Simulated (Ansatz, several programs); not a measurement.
A 2-atom cell of GaSb started from a crystallographic database, relaxed with PBE in Ansatz (plane waves, PAW): space group F-43m (No. 216), cubic; conventional cell a = 6.220 Å, 30.08 Å³ an atom. Ga is surrounded by 4 Sb at 2.69 Å; Sb is surrounded by 4 Ga at 2.69 Å. The cell was then scaled with its shape and fractional coordinates held. Calculated for a static, non-magnetic cell.

```
V (Å³/atom)  E (meV/atom)
     28.273         16.19
     30.078          0.00
     30.980          3.78
     31.882         13.92
```

Question: Pass a cubic E = c₀ + c₁u + c₂u² + c₃u³, with u = V − 30.303 Å³, through these points.

Answer: c₀ = 0.28, c₁ = +2.276, c₂ = 4.445, c₃ = -0.2641 (meV and Å³).

Question: Where is the minimum, and what bulk modulus follows?

Answer: dE/du = 0 at u = -0.250, so V₀ = 30.05 Å³. B = V₀ d²E/dV² = 30.05 × (2c₂ + 6c₃u) = 30.05 × 9.286 = 279 meV/Å³, and 1 meV/Å³ is 0.16022 GPa: 45 GPa. A third-order Birch-Murnaghan fit to all five points gives 30.06 Å³ and 44 GPa.

Question: Predict the energy and the pressure at the withheld volume, 29.175 Å³.

Answer: With u = -1.128: E ≈ 3.75 meV and P = −dE/dV ≈ +1.40 GPa. The run gives 3.79 meV and, from its stress, +1.43 GPa.
